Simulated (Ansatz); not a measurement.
**GeH2O2 (SMILES [OH][Ge][OH]): BCCD(T)/def2-SVPD**

Aim: the energy change on altering one bond length of GeH2O2 at BCCD(T)/def2-SVPD, from 2 runs. 

The results are computed with Ansatz 0.2.0.

51 further runs of the same task are left out: 51 set aside as unsound or not needed.

**1. The system as given**

The species is GeH2O2 (5 atoms), meant as a singlet with charge 0. As SMILES, `[OH][Ge][OH]`. The coordinates come from a PBE0-D4/def2-TZVP relaxation. This is one conformer, not always the lowest.

Bond lengths: O1–Ge2 1.790 Å, Ge2–O3 1.790 Å, O1–H4 0.961 Å, O3–H5 0.961 Å. Angles: O1–Ge2–O3 102.4°, Ge2–O1–H4 118.8°, Ge2–O3–H5 118.8°.

**2. A single-point energy at BCCD(T)/def2-SVPD**

File job.yaml:

```yaml
crystal:
  periodic: [false, false, false]
  atoms:
    - symbol: O
      position_ang: [-1.341000, -0.099500, -0.377400]
    - symbol: Ge
      position_ang: [-0.316400, -0.895800, 0.855300]
    - symbol: O
      position_ang: [1.281900, -0.142300, 0.570200]
    - symbol: H
      position_ang: [-0.940900, 0.550800, -0.961500]
    - symbol: H
      position_ang: [1.366400, 0.513200, -0.127900]
basis:
  gaussian: {orbitals: def2-SVPD}
correlation: {method: bccd_t, frozen_orbitals: {Ge: 9, H: 0, O: 1}}
accuracy: high
scf: {omitted_lower_state_checks: [cluster_reference, increment]}
```

The run is started by

```sh
$ ansatz run job.yaml --threads 1 --pin off --max-ram 3480MiB --events-out events.jsonl --progress --plain --runs-dir runs
```

The log of the run, shortened:

```text
Warning: RAYON_NUM_THREADS=1 ignored (pool sized by the plan → 1); use --threads N
Functional definition: HF
  name "HF"
[...]
1915 factors; integrals over basis functions are off by at most 4.2e-9 eV
[...]
mean field -60570.75541755 eV, -2225.9342052624 hartree, gradient 4.4e-8 eV, S^2 0.000000; 0 other end points of the search recorded, 0 dependent functions left out
11 core orbitals not correlated: weight in the atoms' cores, before any rotation towards them, 1.000 or more for the frozen orbitals, at most 0.000 for the correlated occupied ones
reference -60570.75541755 eV, -2225.9342052624 hartree; 14, 14 occupied and 75, 75 virtual orbitals, 1915 factors
second order -16.87362492 eV of doubles, -0.00000000 eV of singles
cycle   1  -16.31036633 eV  change    5.6e-1 eV  update   1.2e-1
[...]
cycle  20  -16.88342774 eV  change    3.4e-9 eV  update   3.3e-9
perturbative correction -0.61375156 eV, -0.0225549539 hartree
Total energy: -60588.25259685 eV, -2226.5772147416 hartree
Checks for a lower state left out: cluster_reference, increment
```

Wall time 22 s (1 thread of Intel Xeon 6975P-C (Granite Rapids), shared host); peak memory 0.92 GiB.

**3. The distorted shape, same level**

File molecule.yaml:

```yaml
crystal:
  periodic: [false, false, false]
  atoms:
    - symbol: O
      position_ang: [-1.353672, -0.197801, -0.272710]
    - symbol: Ge
      position_ang: [-0.329072, -0.994101, 0.959990]
    - symbol: O
      position_ang: [1.269228, -0.240601, 0.674890]
    - symbol: H
      position_ang: [-0.953572, 0.452499, -0.856810]
    - symbol: H
      position_ang: [1.366400, 0.513200, -0.127900]
basis:
  gaussian:
    orbitals: def2-SVPD
correlation:
  method: bccd_t
  frozen_orbitals: {Ge: 9, H: 0, O: 1}
accuracy: high
scf:
  omitted_lower_state_checks: [cluster_reference, increment]
```

The run is started by

```sh
$ ansatz run molecule.yaml --threads 1 --pin off --max-ram 3480MiB --events-out events.jsonl --progress --plain --runs-dir runs
```

The log of the run, shortened:

```text
Warning: RAYON_NUM_THREADS=1 ignored (pool sized by the plan → 1); use --threads N
[... 2 set-up lines as earlier in the session ...]
[...]
1921 factors; integrals over basis functions are off by at most 4.4e-9 eV
[...]
mean field -60570.21096029 eV, -2225.9141968273 hartree, gradient 7.0e-8 eV, S^2 0.000000; 0 other end points of the search recorded, 0 dependent functions left out
11 core orbitals not correlated: weight in the atoms' cores, before any rotation towards them, 1.000 or more for the frozen orbitals, at most 0.000 for the correlated occupied ones
reference -60570.21096029 eV, -2225.9141968273 hartree; 14, 14 occupied and 75, 75 virtual orbitals, 1921 factors
second order -17.06442424 eV of doubles, -0.00000000 eV of singles
cycle   1  -16.43952172 eV  change    6.2e-1 eV  update   1.2e-1
[...]
cycle  22  -17.04624972 eV  change  -9.8e-10 eV  update   1.3e-9
perturbative correction -0.63998516 eV, -0.0235190208 hartree
Total energy: -60587.89719518 eV, -2226.5641539710 hartree
Checks for a lower state left out: cluster_reference, increment
```

Wall time 23 s (1 thread of Intel Xeon 6975P-C (Granite Rapids), shared host); peak memory 0.92 GiB.

**4. Summary of results**

Level: BCCD(T)/def2-SVPD, 11 core orbitals frozen.

```
                                                         quantity           value
                                        first shape: total energy  -2226.57721 Eh
        first shape: correlation energy (11 core orbitals frozen)      -643.0 mEh
                                      first shape: (T) correction      -22.55 mEh
                                    distorted shape: total energy  -2226.56415 Eh
    distorted shape: correlation energy (11 core orbitals frozen)      -650.0 mEh
                                  distorted shape: (T) correction      -23.52 mEh
energy change with the O3–H5 bond stretched from 0.961 to 1.105 Å        0.355 eV
```

In words: With the O3–H5 bond stretched from 0.961 to 1.105 Å the energy rises by 0.36 eV (8.2 kcal/mol). The first shape isn't relaxed at this level, so the change isn't measured from a minimum. The triples (first shape) make up 3.5 % of the correlation energy. The triples (distorted shape) make up 3.6 % of the correlation energy.
